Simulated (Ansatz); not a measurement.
# F₂H₃N₂Nb: how energies converge with the basis set

One table from this session's results is given with a row withheld; the runs are named, their logs left out.

Program: Ansatz 0.2.0, Gaussian basis. Level of theory: one geometry, several basis sets. These are calculated values, not measurements.

Plan: PBE0-D4/def2-SVP; ωB97M-V/def2-SVP; PBE0-D4/def2-QZVPP; ωB97M-V/def2-QZVPP; the functionals' def2-TZVPP values are taken from earlier runs.

## The geometry

All runs share one geometry, relaxed beforehand with PBE0-D4 in a triple-zeta def2 set. Nb takes the def2 core potential; no spin-orbit term is included.

SMILES `[NH]=[Nb]([NH2])([F])[F]`, 8 atoms, charge 0, spin multiplicity 1.

Atoms are counted from 1 here; the program's logs count them from 0.

Bond lengths: N1–Nb2 1.739 Å, N1–H6 1.009 Å, Nb2–N3 1.954 Å, Nb2–F4 1.882 Å, Nb2–F5 1.882 Å, N3–H7 1.008 Å, N3–H8 1.012 Å. Angles: Nb2–N1–H6 172.1°, N1–Nb2–N3 103.0°, N1–Nb2–F4 110.8°, N1–Nb2–F5 110.8°, N3–Nb2–F4 110.8°, N3–Nb2–F5 110.8°, F4–Nb2–F5 110.4°, Nb2–N3–H7 126.6°, Nb2–N3–H8 122.7°, H7–N3–H8 110.7°.

As a file:

```xyz
8

N    -0.97610    1.22692    0.53337
Nb   -0.04821    0.27936   -0.59091
N     0.67665   -1.14763    0.52966
F    -1.15201   -0.42808   -1.94163
F     1.33816    1.30429   -1.34640
H    -1.54509    1.85790    1.07682
H     0.52575   -1.27038    1.51845
H     1.27295   -1.87958    0.16505
```

The first run:

Contents of in.yaml:

```yaml
crystal:
  periodic: [false, false, false]
  atoms:
    - {symbol: N, position_ang: [-0.976100, 1.226921, 0.533370]}
    - {symbol: Nb, position_ang: [-0.048213, 0.279358, -0.590914]}
    - {symbol: N, position_ang: [0.676651, -1.147627, 0.529660]}
    - {symbol: F, position_ang: [-1.152010, -0.428077, -1.941634]}
    - {symbol: F, position_ang: [1.338160, 1.304289, -1.346399]}
    - {symbol: H, position_ang: [-1.545094, 1.857902, 1.076817]}
    - {symbol: H, position_ang: [0.525752, -1.270383, 1.518448]}
    - {symbol: H, position_ang: [1.272954, -1.879583, 0.165052]}
basis:
  gaussian: {orbitals: def2-SVP}
hamiltonian: {xc: pbe0, dispersion: d4}
output: {orbitals: {seedname: orbitals}}
```

Started as:

```bash
$ ansatz run in.yaml --threads 4 --pin off --events-out ev --progress --plain --max-ram 10444MiB
```

Among the steps run: PBE0-D4 in def2-SVP; ωB97M-V in def2-SVP; PBE0-D4 in def2-QZVPP; ωB97M-V in def2-QZVPP.

One table of the session follows, with a row left open; its other results are not shown here.

It belongs to the step «Density functionals: the series». 

```
functional       basis  HOMO (eV)
   PBE0-D4    def2-SVP      -8.10
   PBE0-D4  def2-TZVPP      -8.21
   PBE0-D4  def2-QZVPP      -8.25
   ωB97M-V    def2-SVP     -10.45
   ωB97M-V  def2-TZVPP          ?
   ωB97M-V  def2-QZVPP     -10.61
```

**Question.** Estimate the row for ωB97M-V, def2-TZVPP.

As computed: HOMO (eV): -10.56. In the column «HOMO (eV)» it lies between ωB97M-V, def2-QZVPP (-10.61) and ωB97M-V, def2-SVP (-10.45).
